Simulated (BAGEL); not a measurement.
**triplet C6H5F: levels of theory compared**

We compute a comparison of 3 runs (UHF/STO-3G, ROHF/6-31G*, UHF/6-31G*) of triplet C6H5F. 

The results are computed with BAGEL 1.2.2.

2 further runs of the same task are left out: 2 set aside as unsound or not needed.

### Step 1. The system as given

C6H5F: 12 atoms, total charge 0, spin state triplet. As SMILES of the parent species, `Fc1ccccc1`. The shape is that of a PBE0-D4/def2-TZVP optimisation. That shape belongs to the parent species and isn't relaxed for this state.

Bond lengths: F1–C2 1.340 Å, C2–C3 1.381 Å, C3–C4 1.387 Å, C4–C5 1.387 Å, C5–C6 1.387 Å, C2–C7 1.381 Å, C6–C7 1.387 Å, C3–H8 1.083 Å, C4–H9 1.084 Å, C5–H10 1.083 Å, C6–H11 1.084 Å, C7–H12 1.083 Å. Some angles: F1–C2–C3 118.9°, F1–C2–C7 118.9°, C3–C2–C7 122.3°, C2–C3–C4 118.5°, C3–C4–C5 120.5°, C4–C5–C6 119.8°, C5–C6–C7 120.5°, C2–C7–C6 118.5°, C2–C3–H8 119.6°, C4–C3–H8 121.9°.

### Step 2. A single-point energy at UHF/STO-3G (density fitting with cc-pvqz-jkfit) (run 1)

Input file calc.json:

```json
{ "bagel" : [

{
  "title" : "molecule",
  "basis" : "sto-3g",
  "df_basis" : "cc-pvqz-jkfit",
  "angstrom" : true,
  "geometry" : [
    { "atom" : "F", "xyz" : [       0.373400,      -2.651880,      -0.049000 ] },
    { "atom" : "C", "xyz" : [       0.186660,      -1.325620,      -0.024490 ] },
    { "atom" : "C", "xyz" : [      -0.745470,      -0.799820,       0.848530 ] },
    { "atom" : "C", "xyz" : [      -0.932320,       0.574350,       0.867240 ] },
    { "atom" : "C", "xyz" : [      -0.196600,       1.396240,       0.025800 ] },
    { "atom" : "C", "xyz" : [       0.733120,       0.840420,      -0.841100 ] },
    { "atom" : "C", "xyz" : [       0.932970,      -0.531670,      -0.873120 ] },
    { "atom" : "H", "xyz" : [      -1.307140,      -1.462390,       1.495210 ] },
    { "atom" : "H", "xyz" : [      -1.659890,       1.003340,       1.546360 ] },
    { "atom" : "H", "xyz" : [      -0.347620,       2.468730,       0.045610 ] },
    { "atom" : "H", "xyz" : [       1.310500,       1.477900,      -1.500520 ] },
    { "atom" : "H", "xyz" : [       1.652380,      -0.989580,      -1.540520 ] }
  ]
},

{ "title" : "uhf", "nopen" : 2 },

{ "title" : "print", "file" : "orbitals.molden", "orbitals" : true }

]}
```

Command:

```console
BAGEL_NUM_THREADS=1 BAGEL calc.json > calc.out
```

What it wrote:

```text
* using 1 threads per process

  ===============================================================
  ===============================================================

  *** Geometry ***

  { "atom" : "F", "xyz" : [      0.705624,     -5.011327,     -0.092597 ] },
  { "atom" : "C", "xyz" : [      0.352736,     -2.505059,     -0.046279 ] },
  { "atom" : "C", "xyz" : [     -1.408734,     -1.511441,      1.603489 ] },
[... 8 lines of this table left out ...]
  { "atom" : "H", "xyz" : [      3.122546,     -1.870035,     -2.911161 ] },

  Number of auxiliary basis functions:      997

  Since a DF basis is specified, we compute 2- and 3-index integrals:
    o Being stored without compression. Storage requirement is 0.013 GB

  Number of basis functions:       40
  Number of electrons      :       50

    * METHOD: MOLECULE                             1.24

  *** Open-shell HF ***

  === Nuclear Repulsion ===
   270.6516184304

      * DIIS with orbital gradients will be used.

  === UHF iteration (sto-3g) ===
      0       -325.03478038          0.02519579           0.20
      1       -325.12188135          0.00855435           0.19
      2       -325.13102412          0.00306844           0.20
[... 24 lines of this table left out ...]
     27       -325.13254985          0.00000001           0.19
    * SCF iteration converged.

    * S^2 (UHF) is 2.0102

    * Permanent dipole moment:
           (    0.024466,    -0.173547,    -0.003210) a.u.

    * METHOD: UHF                                  5.54

    * METHOD: PRINT                                0.01

  ===============================================================
```

It took 6.9 s on 1 thread of Arm Neoverse V1, shared host; peak memory 0.12 GiB.

### Step 3. The energy at ROHF/6-31G(d) (density fitting with cc-pvqz-jkfit, spherical functions) (run 2)

Input file input.json:

```json
{ "bagel": [

{
  "title": "molecule",
  "basis": "6-31gs.json",
  "df_basis": "cc-pvqz-jkfit",
  "angstrom": true,
  "geometry": [
    { "atom": "F", "xyz": [    0.373400,   -2.651880,   -0.049000 ] },
    { "atom": "C", "xyz": [    0.186660,   -1.325620,   -0.024490 ] },
    { "atom": "C", "xyz": [   -0.745470,   -0.799820,    0.848530 ] },
    { "atom": "C", "xyz": [   -0.932320,    0.574350,    0.867240 ] },
    { "atom": "C", "xyz": [   -0.196600,    1.396240,    0.025800 ] },
    { "atom": "C", "xyz": [    0.733120,    0.840420,   -0.841100 ] },
    { "atom": "C", "xyz": [    0.932970,   -0.531670,   -0.873120 ] },
    { "atom": "H", "xyz": [   -1.307140,   -1.462390,    1.495210 ] },
    { "atom": "H", "xyz": [   -1.659890,    1.003340,    1.546360 ] },
    { "atom": "H", "xyz": [   -0.347620,    2.468730,    0.045610 ] },
    { "atom": "H", "xyz": [    1.310500,    1.477900,   -1.500520 ] },
    { "atom": "H", "xyz": [    1.652380,   -0.989580,   -1.540520 ] }
  ]
},
{ "title": "rohf", "nopen": 2 },
{ "title": "print", "file": "orbitals.molden", "orbitals": true }

]}
```

The basis set 6-31G* is read from a file made from the Basis Set Exchange's data (not shown).

Command:

```console
BAGEL_NUM_THREADS=1 BAGEL input.json > input.out
```

What it wrote:

```text
* using 1 threads per process

  ===============================================================
  ===============================================================

  *** Geometry ***

  { "atom" : "F", "xyz" : [      0.705624,     -5.011327,     -0.092597 ] },
  { "atom" : "C", "xyz" : [      0.352736,     -2.505059,     -0.046279 ] },
  { "atom" : "C", "xyz" : [     -1.408734,     -1.511441,      1.603489 ] },
[... 8 lines of this table left out ...]
  { "atom" : "H", "xyz" : [      3.122546,     -1.870035,     -2.911161 ] },

  Number of auxiliary basis functions:      997

  Since a DF basis is specified, we compute 2- and 3-index integrals:
    o Being stored without compression. Storage requirement is 0.093 GB

  Number of basis functions:      108
  Number of electrons      :       50

    * METHOD: MOLECULE                             1.41

  *** Open-shell HF ***

  === Nuclear Repulsion ===
   270.6516184304

      * DIIS with orbital gradients will be used.

  === ROHF iteration (6-31gs.json) ===
      0       -329.18652436          0.02825993           0.61
      1       -329.33620754          0.01373549           0.58
      2       -329.36019237          0.00781450           0.58
[... 27 lines of this table left out ...]
     30       -329.37129746          0.00000001           0.60
    * SCF iteration converged.

    * S^2 (ROHF) is 2.0000

    * Permanent dipole moment:
           (    0.094312,    -0.669588,    -0.012367) a.u.

    * METHOD: ROHF                                18.97

    * METHOD: PRINT                                0.03

  ===============================================================
```

Run time: 21 s. Hardware: 1 thread of Arm Neoverse V1, shared host; peak memory 0.3 GiB.

### Step 4. The energy at UHF/6-31G(d) (density fitting with cc-pvqz-jkfit, spherical functions) (run 3)

Input file hf.json:

```json
{ "bagel": [

{
  "title": "molecule",
  "basis": "6-31gs.json",
  "df_basis": "cc-pvqz-jkfit",
  "angstrom": "true",
  "geometry": [
    { "atom": "F", "xyz": [    0.373400,   -2.651880,   -0.049000 ] },
    { "atom": "C", "xyz": [    0.186660,   -1.325620,   -0.024490 ] },
    { "atom": "C", "xyz": [   -0.745470,   -0.799820,    0.848530 ] },
    { "atom": "C", "xyz": [   -0.932320,    0.574350,    0.867240 ] },
    { "atom": "C", "xyz": [   -0.196600,    1.396240,    0.025800 ] },
    { "atom": "C", "xyz": [    0.733120,    0.840420,   -0.841100 ] },
    { "atom": "C", "xyz": [    0.932970,   -0.531670,   -0.873120 ] },
    { "atom": "H", "xyz": [   -1.307140,   -1.462390,    1.495210 ] },
    { "atom": "H", "xyz": [   -1.659890,    1.003340,    1.546360 ] },
    { "atom": "H", "xyz": [   -0.347620,    2.468730,    0.045610 ] },
    { "atom": "H", "xyz": [    1.310500,    1.477900,   -1.500520 ] },
    { "atom": "H", "xyz": [    1.652380,   -0.989580,   -1.540520 ] }
  ]
},
{
  "title": "uhf",
  "nopen": 2
},
{
  "title": "print",
  "file": "orbitals.molden",
  "orbitals": "true"
}

]}
```

The basis set 6-31G* is read from a file made from the Basis Set Exchange's data (not shown).

Command:

```console
BAGEL_NUM_THREADS=1 BAGEL hf.json > hf.out
```

What it wrote:

```text
* using 1 threads per process

  ===============================================================
  ===============================================================

  *** Geometry ***

  { "atom" : "F", "xyz" : [      0.705624,     -5.011327,     -0.092597 ] },
  { "atom" : "C", "xyz" : [      0.352736,     -2.505059,     -0.046279 ] },
  { "atom" : "C", "xyz" : [     -1.408734,     -1.511441,      1.603489 ] },
[... 8 lines of this table left out ...]
  { "atom" : "H", "xyz" : [      3.122546,     -1.870035,     -2.911161 ] },

  Number of auxiliary basis functions:      997

  Since a DF basis is specified, we compute 2- and 3-index integrals:
    o Being stored without compression. Storage requirement is 0.093 GB

  Number of basis functions:      108
  Number of electrons      :       50

    * METHOD: MOLECULE                             1.42

  *** Open-shell HF ***

  === Nuclear Repulsion ===
   270.6516184304

      * DIIS with orbital gradients will be used.

  === UHF iteration (6-31gs.json) ===
      0       -329.18652436          0.02825993           0.61
      1       -329.34354311          0.01367014           0.60
      2       -329.36861544          0.00767269           0.63
[... 24 lines of this table left out ...]
     27       -329.37964905          0.00000001           0.58
    * SCF iteration converged.

    * S^2 (UHF) is 2.0274

    * Permanent dipole moment:
           (    0.092574,    -0.657251,    -0.012140) a.u.

    * METHOD: UHF                                 17.14

    * METHOD: PRINT                                0.03

  ===============================================================
```

Wall time 19 s (1 thread of Arm Neoverse V1, shared host); peak memory 0.3 GiB.

### Step 5. All runs side by side

```csv
run,level,energy (Eh),dipole moment (D),⟨S²⟩,wall time
1,UHF/STO-3G (density fitting with cc-pvqz-jkfit),-325.132550,0.45,2.010,6.9 s
2,"ROHF/6-31G* (density fitting with cc-pvqz-jkfit, spherical functions)",-329.371297,1.72,2.000,21 s
3,"UHF/6-31G* (density fitting with cc-pvqz-jkfit, spherical functions)",-329.379649,1.69,2.027,19 s
```

### Step 6. What came out

| quantity | value |
| --- | --- |
| run 3: total energy | -329.37965 Eh |
| run 3: dipole moment | 1.69 D |
| run 3: ⟨S²⟩ | 2.027 |

In words: The dipole moment (its size) runs from 0.45 D (UHF/STO-3G) to 1.72 D (ROHF/6-31G*). The two ends differ in method and basis. In run 1 the basis is minimal, so the values are rough. All runs together took 47 s, the longest 21 s.
